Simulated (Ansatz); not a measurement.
# CO2 (CO2-V): the cost of one run

Computed with Ansatz 0.2.0 (DFT LDA, scalar-relativistic, plane waves, PAW, unless a step's input says otherwise).

**1. The structure to begin with**

It takes space group I-42d (No. 122, tetragonal). Conventional cell: a = 3.616 Å, b = 3.616 Å, c = 5.803 Å, α = 90.00°, β = 90.00°, γ = 90.00°. Around C (site symmetry -4) lie 4 O at 1.52 Å. O (site symmetry 2) has 2 C at 1.52 Å as nearest neighbours.

Structure file:

```xyz
6
Lattice="-1.8081 1.8081 2.9017 1.8081 -1.8081 2.9017 1.8081 1.8081 -2.9017" Properties=species:S:1:pos:R:3 pbc="T T T"
C     0.0000    0.0000    0.0000
C     0.0000    1.8081    1.4508
O     0.9764    0.9041    0.7254
O     0.9041    2.6398   -0.7254
O     0.8317    0.9041    3.6271
O     0.9041   -0.8317    2.1763
```

**2. Cell and atoms relaxed at 38.6 GPa**

File input.yaml:

```yaml
crystal:
  lattice:
    - [-1.8081, 1.8081, 2.9017]
    - [1.8081, -1.8081, 2.9017]
    - [1.8081, 1.8081, -2.9017]
  atoms:
    - { symbol: C, position: [0.0, 0.0, 0.0] }
    - { symbol: C, position: [0.75, 0.25, 0.5] }
    - { symbol: O, position: [0.375, 0.395, 0.52] }
    - { symbol: O, position: [0.605, 0.125, 0.98] }
    - { symbol: O, position: [0.875, 0.855, 0.48] }
    - { symbol: O, position: [0.145, 0.625, 0.02] }
scf:
  occupations: { method: fixed }
output:
  forces: true
  stress: true
  eigenvalues: true
  write_density: true
  write_potential: true
  elf: true
  volumetric_format: npy
hamiltonian:
  xc: lda
basis:
  ecutwfc: 600
kpoints:
  mp_grid: { grid: [8, 8, 8] }
relax:
  f_tol: 0.002
  max_steps: 60
  cell: { stress_tol: 0.03, p_target: 38.6 }
```

Started as:

```sh
> ansatz run input.yaml --threads 2 --pin off --max-ram 6144MiB --backend cpu --events-out ev --progress --plain --runs-dir out
```

What time and memory should one allow on 2 threads of Arm Neoverse V1, shared host?

About 53 s, with a peak of 0.39 GiB.
